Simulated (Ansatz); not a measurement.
# BaRe2Te6: the cost of one run

Program: Ansatz 0.2.0. Level of theory: DFT PBE, scalar-relativistic, plane waves, PAW. These are calculated values, not measurements.

### Step 1. The structure to begin with

Symmetry: P4/mmm, No. 123, tetragonal system. Conventional cell: a = 5.686 Å, b = 5.686 Å, c = 11.372 Å, α = 90.00°, β = 90.00°, γ = 90.00°. Ba (site symmetry 4/mmm) is surrounded by 12 Te at 4.02 Å. Around Re (site symmetry 4mm) lie 6 Te at 2.84 Å. Around Te (site symmetry 2mm) lie 2 Re at 2.84 Å and 2 Ba at 4.02 Å. Around Te (site symmetry 4/mmm) lie 2 Re at 2.84 Å and 4 Ba at 4.02 Å. Around Te (site symmetry 4/mmm) lie 2 Re at 2.84 Å.

As a file:

```
CELL_PARAMETERS angstrom
5.68593 0.00000 0.00000
0.00000 5.68593 0.00000
0.00000 0.00000 11.37186
ATOMIC_POSITIONS crystal
Ba 0.50000 0.50000 0.00000
Re 0.00000 0.00000 0.75000
Re 0.00000 0.00000 0.25000
Te 0.50000 0.00000 0.75000
Te 0.50000 0.00000 0.25000
Te 0.00000 0.50000 0.75000
Te 0.00000 0.50000 0.25000
Te 0.00000 0.00000 0.00000
Te 0.00000 0.00000 0.50000
```

The cell is invented: ordered vacancies on the A sites of perovskite (P4/mmm, No. 123). The dimensions are guesses.

### Step 2. Probe: one point on a coarse mesh

Input file input.yaml:

```yaml
crystal:
  lattice:
    - [5.68592996, 0.0, 0.0]
    - [0.0, 5.68592996, 0.0]
    - [0.0, 0.0, 11.37185992]
  atoms:
    - { symbol: Ba, position: [0.5, 0.5, 0.0] }
    - { symbol: Re, position: [0.0, 0.0, 0.75] }
    - { symbol: Re, position: [0.0, 0.0, 0.25] }
    - { symbol: Te, position: [0.5, 0.0, 0.75] }
    - { symbol: Te, position: [0.5, 0.0, 0.25] }
    - { symbol: Te, position: [0.0, 0.5, 0.75] }
    - { symbol: Te, position: [0.0, 0.5, 0.25] }
    - { symbol: Te, position: [0.0, 0.0, 0.0] }
    - { symbol: Te, position: [0.0, 0.0, 0.5] }
basis:
  ecutwfc: 420
kpoints:
  mp_grid: { grid: [4, 4, 2] }
hamiltonian:
  xc: pbe
scf:
  occupations: { method: gaussian, width: 0.1 }
  lower_state_search: "off"
output:
  forces: true
  stress: true
  eigenvalues: true
```

On the command line:

```console
$ ansatz run input.yaml --threads 1 --pin off --max-ram 2560MiB --backend cpu --events-out ev --progress --plain --runs-dir out
```

What time and memory should one allow on 1 thread of Intel Xeon at 2.70GHz, shared host?

About 20 s, with a peak of 0.74 GiB.
